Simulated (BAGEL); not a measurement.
**ROHF/6-31G(d) (density fitting with qzvpp-jkfit, spherical functions) run of SiH2SeF (SMILES F[SiH][SeH])**

Aim: the energy change on altering one bond length of SiH2SeF at ROHF/6-31G* (density fitting with qzvpp-jkfit, spherical functions), from 2 runs. 

The calculation is run with BAGEL 1.2.2.

## (1) The system as given

SiH2SeF: 5 atoms, total charge 0, spin state doublet. SMILES: `F[SiH][SeH]`. Geometry: relaxed at PBE0-D4/def2-TZVP. This is one conformer, not always the lowest.

Bond lengths: F1–Si2 1.603 Å, Si2–Se3 2.278 Å, Si2–H4 1.497 Å, Se3–H5 1.470 Å. Angles: F1–Si2–Se3 105.1°, F1–Si2–H4 106.6°, Se3–Si2–H4 111.9°, Si2–Se3–H5 90.4°.

## (2) The energy at ROHF/6-31G(d) (density fitting with qzvpp-jkfit, spherical functions)

The input, job.json:

```json
{ "bagel" : [

{
  "title" : "molecule",
  "basis" : "6-31gs.json",
  "df_basis" : "qzvpp-jkfit",
  "angstrom" : true,
  "geometry" : [
    { "atom" : "F", "xyz" : [      -0.580700,      -1.422800,       1.312100 ] },
    { "atom" : "Si", "xyz" : [      -0.677900,      -0.218300,       0.258300 ] },
    { "atom" : "Se", "xyz" : [       1.408800,       0.693300,       0.205500 ] },
    { "atom" : "H", "xyz" : [      -1.053400,      -0.829000,      -1.056400 ] },
    { "atom" : "H", "xyz" : [       0.953100,       1.703200,      -0.760900 ] }
  ]
},

{
  "title" : "rohf",
  "charge" : 0,
  "nopen" : 1
},

{
  "title" : "print",
  "file" : "orbitals.molden",
  "orbitals" : true
}

]}
```

The basis set 6-31G* is read from a file made from the Basis Set Exchange's data (not shown).

Launch:

```bash
BAGEL_NUM_THREADS=1 BAGEL job.json > job.out
```

The program printed:

```text
* using 1 threads per process

  ===============================================================
  ===============================================================

  *** Geometry ***

  { "atom" : "F", "xyz" : [     -1.097364,     -2.688702,      2.479510 ] },
  { "atom" : "Si", "xyz" : [     -1.281045,     -0.412527,      0.488116 ] },
  { "atom" : "Se", "xyz" : [      2.662246,      1.310147,      0.388339 ] },
  { "atom" : "H", "xyz" : [     -1.990638,     -1.566583,     -1.996307 ] },
  { "atom" : "H", "xyz" : [      1.801098,      3.218582,     -1.437893 ] },

  Number of auxiliary basis functions:      507

  Since a DF basis is specified, we compute 2- and 3-index integrals:
    o Being stored without compression. Storage requirement is 0.019 GB

  Number of basis functions:       68
  Number of electrons      :       59

    * METHOD: MOLECULE                             0.26

  *** Open-shell HF ***

  === Nuclear Repulsion ===
   233.1311747803

      * DIIS with orbital gradients will be used.

  === ROHF iteration (6-31gs.json) ===
      0      -2788.92461470          0.03790619           0.13
      1      -2789.03373450          0.02476284           0.13
      2      -2789.07025778          0.01522981           0.13
      3      -2789.09089365          0.00122792           0.13
      4      -2789.09171834          0.00053950           0.13
      5      -2789.09196321          0.00022126           0.13
      6      -2789.09202656          0.00007478           0.13
      7      -2789.09205300          0.00002572           0.13
      8      -2789.09206138          0.00000807           0.13
      9      -2789.09206377          0.00000365           0.13
     10      -2789.09206410          0.00000181           0.13
     11      -2789.09206426          0.00000071           0.13
     12      -2789.09206429          0.00000029           0.13
     13      -2789.09206431          0.00000012           0.13
     14      -2789.09206432          0.00000005           0.13
     15      -2789.09206432          0.00000002           0.13
     16      -2789.09206432          0.00000001           0.13
    * SCF iteration converged.

    * S^2 (ROHF) is 0.7500

    * Permanent dipole moment:
           (    0.529736,    -0.515092,     0.506627) a.u.

    * METHOD: ROHF                                 2.41

    * METHOD: PRINT                                0.01

  ===============================================================
```

Wall time 2.8 s (1 thread of Arm Neoverse V1, shared host); peak memory 0.11 GiB.

## (3) The distorted shape at the same level

The input, input.json:

```json
{ "bagel": [

{
  "title": "molecule",
  "basis": "6-31gs.json",
  "df_basis": "qzvpp-jkfit",
  "angstrom": true,
  "geometry": [
    { "atom": "F", "xyz": [   -0.893700,   -1.559538,    1.320020 ] },
    { "atom": "Si", "xyz": [   -0.990900,   -0.355038,    0.266220 ] },
    { "atom": "Se", "xyz": [    1.408800,    0.693300,    0.205500 ] },
    { "atom": "H", "xyz": [   -1.366400,   -0.965738,   -1.048480 ] },
    { "atom": "H", "xyz": [    0.953100,    1.703200,   -0.760900 ] }
  ]
},
{
  "title": "rohf",
  "nopen": 1
},
{
  "title": "print",
  "file": "orbitals.molden",
  "orbitals": true
}

]}
```

The basis set 6-31G* is read from a file made from the Basis Set Exchange's data (not shown).

Launch:

```bash
BAGEL_NUM_THREADS=1 BAGEL input.json > input.out
```

The program printed:

```text
* using 1 threads per process

  ===============================================================
  ===============================================================

  *** Geometry ***

  { "atom" : "F", "xyz" : [     -1.688848,     -2.947100,      2.494476 ] },
  { "atom" : "Si", "xyz" : [     -1.872530,     -0.670925,      0.503083 ] },
  { "atom" : "Se", "xyz" : [      2.662246,      1.310147,      0.388339 ] },
  { "atom" : "H", "xyz" : [     -2.582122,     -1.824980,     -1.981340 ] },
  { "atom" : "H", "xyz" : [      1.801098,      3.218582,     -1.437893 ] },

  Number of auxiliary basis functions:      507

  Since a DF basis is specified, we compute 2- and 3-index integrals:
    o Being stored without compression. Storage requirement is 0.019 GB

  Number of basis functions:       68
  Number of electrons      :       59

    * METHOD: MOLECULE                             0.26

  *** Open-shell HF ***

  === Nuclear Repulsion ===
   213.2608732083

      * DIIS with orbital gradients will be used.

  === ROHF iteration (6-31gs.json) ===
      0      -2788.87938502          0.03934276           0.13
      1      -2789.00240297          0.02668156           0.13
      2      -2789.04601170          0.01670647           0.13
      3      -2789.07097972          0.00136229           0.13
      4      -2789.07223330          0.00068509           0.13
      5      -2789.07270657          0.00033710           0.13
      6      -2789.07286356          0.00014265           0.13
      7      -2789.07292145          0.00005579           0.13
      8      -2789.07294294          0.00001935           0.13
      9      -2789.07295087          0.00000825           0.13
     10      -2789.07295233          0.00000385           0.13
     11      -2789.07295276          0.00000139           0.13
     12      -2789.07295290          0.00000064           0.13
     13      -2789.07295295          0.00000029           0.13
     14      -2789.07295296          0.00000013           0.13
     15      -2789.07295298          0.00000006           0.13
     16      -2789.07295298          0.00000003           0.13
     17      -2789.07295299          0.00000001           0.13
     18      -2789.07295299          0.00000001           0.13
    * SCF iteration converged.

    * S^2 (ROHF) is 0.7500

    * Permanent dipole moment:
           (    0.960885,    -0.324688,     0.512747) a.u.

    * METHOD: ROHF                                 2.61

    * METHOD: PRINT                                0.01

  ===============================================================
```

Run time: 3 s. Hardware: 1 thread of Arm Neoverse V1, shared host; peak memory 0.11 GiB.

## (4) Results

Level: ROHF/6-31G* (density fitting with qzvpp-jkfit, spherical functions).

| quantity | value |
| --- | --- |
| first shape: total energy | -2789.09206 Eh |
| first shape: dipole moment | 2.28 D |
| first shape: ⟨S²⟩ | 0.750 |
| distorted shape: total energy | -2789.07295 Eh |
| distorted shape: dipole moment | 2.89 D |
| distorted shape: ⟨S²⟩ | 0.750 |
| energy change with the Si2–Se3 bond stretched from 2.278 to 2.619 Å | 0.520 eV |

**Reading.** With the Si2–Se3 bond stretched from 2.278 to 2.619 Å the energy rises by 0.52 eV (12.0 kcal/mol). The first shape isn't relaxed at this level, so the change isn't measured from a minimum.
